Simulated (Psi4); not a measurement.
**M06-L/def2-SVP (core potential) run of InSiH4F (SMILES [F][InH][SiH3])**

Aim: the vertical singlet–triplet gap of InSiH4F at M06-L/def2-SVP (core potential), from 2 runs. 

Program for the calculation: Psi4 1.11.

1 further run of the same task is left out (set aside as unsound or not needed). Runs told in other sessions of the task aren't counted.

### Step 1. Starting point

The species is InSiH4F (7 atoms), meant as a singlet with charge 0. SMILES: `[F][InH][SiH3]`. The coordinates come from a PBE0-D4/def2-TZVP relaxation.

Bond lengths: F1–In2 1.968 Å, In2–Si3 2.558 Å, In2–H4 1.714 Å, Si3–H5 1.486 Å, Si3–H6 1.486 Å, Si3–H7 1.487 Å. Angles: F1–In2–Si3 109.2°, F1–In2–H4 109.4°, Si3–In2–H4 141.4°, In2–Si3–H5 109.2°, In2–Si3–H6 109.1°, In2–Si3–H7 111.4°, H5–Si3–H6 109.2°, H5–Si3–H7 109.0°, H6–Si3–H7 109.0°.

### Step 2. Energy and gradient at M06-L/def2-SVP (core potential)

fh4insi.json

```json
{
 "schema_name": "qcschema_input",
 "schema_version": 1,
 "molecule": {
  "schema_name": "qcschema_molecule",
  "schema_version": 2,
  "symbols": ["F", "In", "Si", "H", "H", "H", "H"],
  "geometry": [-0.37038632, -4.42195913, 2.45437629, -1.42863295, -2.20134196, -0.33410358, 0.99777539, 1.97117332, -0.05404617, -3.66191128, -3.71501259, -2.12650881, 3.75299608, 1.44734124, -0.2056022, 0.4270781, 3.20497551, 2.40410958, 0.28308097, 3.71482362, -2.13803614],
  "molecular_charge": 0,
  "molecular_multiplicity": 1,
  "fix_symmetry": "c1",
  "fix_com": true,
  "fix_orientation": true
 },
 "driver": "gradient",
 "model": {
  "method": "m06-l",
  "basis": "def2-SVP"
 },
 "keywords": {
  "puream": true,
  "e_convergence": 1e-09,
  "d_convergence": 1e-08,
  "scf_type": "pk",
  "dft_radial_points": 99,
  "dft_spherical_points": 590
 }
}
```

Command:

```sh
$ psi4 --qcschema fh4insi.json -n 1 --memory 2200MB
```

stdout, cut to the lines that bear on the results:

```text
[...]
    !!!  WARNING: ECP capability is in beta. Please check occupations closely.  !!!
[...]
  Running in c1 symmetry.
[...]
  Nuclear repulsion =  168.681564817999458
[...]
  Multiplicity = 1
[...]
  Nalpha       = 24
  Nbeta        = 24
[...]
    Number of basis functions: 78
[...]
   @RKS iter   1:  -581.70612597602485   -1.11665e+00   7.22242e-03 ADIIS/DIIS
[...]
   @RKS iter  12:  -581.84299298976953   -7.73070e-12   9.31537e-09 DIIS
[...]
    Orbital Energies [Eh]
    ---------------------
    Doubly Occupied:
       1A    -65.816294     2A    -24.407988     3A     -5.258264
       4A     -4.603220     5A     -3.568958     6A     -3.568132
       7A     -3.568108     8A     -3.027835     9A     -3.015263
      10A     -3.013547    11A     -1.032054    12A     -0.734489
      13A     -0.729563    14A     -0.728146    15A     -0.722859
      16A     -0.719325    17A     -0.515557    18A     -0.388552
      19A     -0.337967    20A     -0.337463    21A     -0.302608
      22A     -0.291703    23A     -0.291525    24A     -0.251054
[...]
  @RKS Final Energy:  -581.84299298976953
   => Energetics <=
    Nuclear Repulsion Energy =            168.6815648179994582
    One-Electron Energy =               -1214.7724861139315635
    Two-Electron Energy =                 514.0287438633945385
    DFT Exchange-Correlation Energy =     -49.7808155572320175
    Empirical Dispersion Energy =           0.0000000000000000
    VV10 Nonlocal Energy =                  0.0000000000000000
    Total Energy =                       -581.8429929897695274
[...]
 Multipole Moments:
 ------------------------------------------------------------------------------------
     Multipole            Electronic (a.u.)      Nuclear  (a.u.)        Total (a.u.)
 ------------------------------------------------------------------------------------
 L = 1.  Multiply by 2.5417464519 to convert [e a0] to [Debye]
 Dipole X            :         18.3290286          -18.5646695           -0.2356409
 Dipole Y            :         54.5444630          -53.7772591            0.7672039
 Dipole Z            :        -13.0516831           12.2505275           -0.8011556
 Magnitude           :                                                    1.1340100
[...]
  -Total Gradient:
     Atom            X                  Y                   Z
    ------   -----------------  -----------------  -----------------
       1       -0.002457642307     0.006221087192    -0.007182509763
       2        0.000587583667    -0.003447646964     0.003017325104
       3       -0.000321498161    -0.001936469399     0.000820770962
       4        0.003884823585     0.002362424461     0.003293442850
       5       -0.001703006467    -0.000208057621    -0.000083827534
       6       -0.000100070219    -0.001057281923    -0.001309774985
       7       -0.000151172782    -0.001663794373     0.000934109435
[...]
```

The result, in JSON:

```text
{
 "driver": "gradient",
 "model": {
  "method": "m06-l",
  "basis": "def2-SVP"
 },
 "success": true,
 "return_result": [-0.0024576423071810266, 0.006221087191571786, -0.007182509763302827, 0.0005875836670279225, -0.0034476469644783986, 0.0030173251038214666, -0.0003214981609061772, -0.001936469399211188, 0.000820770962272001, 0.003884823585314043, 0.0023624244609124767, 0.0032934428504146768, -0.0017030064670438827, -0.00020805762113792342, -8.382753424032198e-05, -0.00010007021894091472, -0.0010572819232588099, -0.0013097749852908624, -0.0001511727821684114, -0.0016637943727644405, 0.0009341094351557888],
 "properties": {
  "calcinfo_nbasis": 78,
  "calcinfo_nmo": 78,
  "calcinfo_nalpha": 24,
  "calcinfo_nbeta": 24,
  "calcinfo_natom": 7,
  "nuclear_repulsion_energy": 168.68156481799946,
  "return_energy": -581.8429929897695,
  "return_gradient": [-0.0024576423071810266, 0.006221087191571786, -0.007182509763302827, 0.0005875836670279225, -0.0034476469644783986, 0.0030173251038214666, -0.0003214981609061772, -0.001936469399211188, 0.000820770962272001, 0.003884823585314043, 0.0023624244609124767, 0.0032934428504146768, -0.0017030064670438827, -0.00020805762113792342, -8.382753424032198e-05, -0.00010007021894091472, -0.0010572819232588099, -0.0013097749852908624, -0.0001511727821684114, -0.0016637943727644405, 0.0009341094351557888],
  "scf_one_electron_energy": -1214.7724861139316,
  "scf_two_electron_energy": 514.0287438633945,
  "scf_xc_energy": -49.78081555723202,
  "scf_dipole_moment": [-0.23564088243348635, 0.7672038981767386, -0.8011555842846736],
  "scf_total_energy": -581.8429929897695,
  "scf_total_gradient": [-0.0024576423071810266, 0.006221087191571786, -0.007182509763302827, 0.0005875836670279225, -0.0034476469644783986, 0.0030173251038214666, -0.0003214981609061772, -0.001936469399211188, 0.000820770962272001, 0.003884823585314043, 0.0023624244609124767, 0.0032934428504146768, -0.0017030064670438827, -0.00020805762113792342, -8.382753424032198e-05, -0.00010007021894091472, -0.0010572819232588099, -0.0013097749852908624, -0.0001511727821684114, -0.0016637943727644405, 0.0009341094351557888],
  "scf_iterations": 12
 }
}
```

Wall time 42 s (1 thread of Intel Xeon Platinum 8259CL at 2.50GHz (Skylake/Cascade Lake), shared host); peak memory 1.1 GiB.

### Step 3. The triplet: a single-point energy at UM06-L/def2-SVP (core potential)

fh4insi.inp

```
memory 2200 MB

molecule molecule1 {
  0 3
  F     -0.37038632    -4.42195913     2.45437629
  In    -1.42863295    -2.20134196    -0.33410358
  Si     0.99777539     1.97117332    -0.05404617
  H     -3.66191128    -3.71501259    -2.12650881
  H      3.75299608     1.44734124    -0.20560220
  H      0.42707810     3.20497551     2.40410958
  H      0.28308097     3.71482362    -2.13803614
  units au
  symmetry c1
}

set basis def2-SVP
set reference uks
set puream true
set e_convergence 1e-09
set d_convergence 1e-08
set scf_type pk
set dft_radial_points 99
set dft_spherical_points 590
set maxiter 100

energy_value, wavefunction = energy('m06-l', return_wfn=True)
oeprop(wavefunction, 'DIPOLE', 'MAYER_INDICES', 'LOWDIN_CHARGES', title='M06-L')
```

Command:

```sh
$ psi4 -n 1 fh4insi.inp fh4insi.out
```

fh4insi.out, cut to the lines that bear on the results:

```text
[...]
    !!!  WARNING: ECP capability is in beta. Please check occupations closely.  !!!
[...]
  Running in c1 symmetry.
[...]
  Nuclear repulsion =  168.681564817999458
[...]
  Multiplicity = 3
[...]
  Nalpha       = 25
  Nbeta        = 23
[...]
    Number of basis functions: 78
[...]
   @UKS iter   1:  -581.54848225937144   -9.71402e-01   7.32376e-03 DIIS/ADIIS
[...]
   @UKS iter  16:  -581.68766056294828   -7.95808e-13   3.73256e-09 DIIS
[...]
   @S^2 Observed:                2.005281328E+00
[...]
    Orbital Energies [Eh]
    ---------------------
    Alpha Occupied:
       1A    -65.870127     2A    -24.445288     3A     -5.307572
       4A     -4.604868     5A     -3.623074     6A     -3.616412
       7A     -3.615634     8A     -3.023511     9A     -3.018969
      10A     -3.018874    11A     -1.067379    12A     -0.739531
      13A     -0.734031    14A     -0.729368    15A     -0.724482
      16A     -0.722539    17A     -0.552697    18A     -0.413367
      19A     -0.366891    20A     -0.364830    21A     -0.343420
      22A     -0.323493    23A     -0.320058    24A     -0.298468
      25A     -0.108388
    Alpha Virtual:
[...]
  @UKS Final Energy:  -581.68766056294828
   => Energetics <=
    Nuclear Repulsion Energy =            168.6815648179994582
    One-Electron Energy =               -1213.6707642987498730
    Two-Electron Energy =                 512.9905998275304455
    DFT Exchange-Correlation Energy =     -49.6890609097283260
    Empirical Dispersion Energy =           0.0000000000000000
    VV10 Nonlocal Energy =                  0.0000000000000000
    Total Energy =                       -581.6876605629482810
  UHF NO Occupations:
  HONO-2 :   23  A 1.9986732
  HONO-1 :   24  A 1.0000000
[...]
 Multipole Moments:
 ------------------------------------------------------------------------------------
     Multipole            Electronic (a.u.)      Nuclear  (a.u.)        Total (a.u.)
 ------------------------------------------------------------------------------------
 L = 1.  Multiply by 2.5417464519 to convert [e a0] to [Debye]
 Dipole X            :        -22.5872344           22.6537000            0.0664656
 Dipole Y            :        -25.2698643           26.3961768            1.1263125
 Dipole Z            :        -11.5651671           10.9066176           -0.6585495
 Magnitude           :                                                    1.3064015
[...]
```

Run time: 62 s. Hardware: 1 thread of Intel Xeon Platinum 8259CL at 2.50GHz (Skylake/Cascade Lake), shared host; peak memory 1.1 GiB.

### Step 4. Outcome

Level: M06-L/def2-SVP (core potential).

```
                                        quantity          value
                           singlet: total energy  -581.84299 Eh
                          singlet: dipole moment         2.88 D
                            singlet: HOMO energy       -6.83 eV
                            singlet: LUMO energy       -2.34 eV
                          singlet: HOMO–LUMO gap        4.50 eV
               singlet: largest force on an atom     0.505 eV/Å
                           triplet: total energy  -581.68766 Eh
                          triplet: dipole moment         3.32 D
     triplet: HOMO energy (highest over α and β)       -2.95 eV
                                   triplet: ⟨S²⟩          2.005
vertical energy of the triplet above the singlet       4.227 eV
```

What this shows: At this shape the triplet lies 4.23 eV (408 kJ/mol) above the singlet. The largest force (singlet) is 0.50 eV/Å: the shape isn't a stationary point for this species at this level.
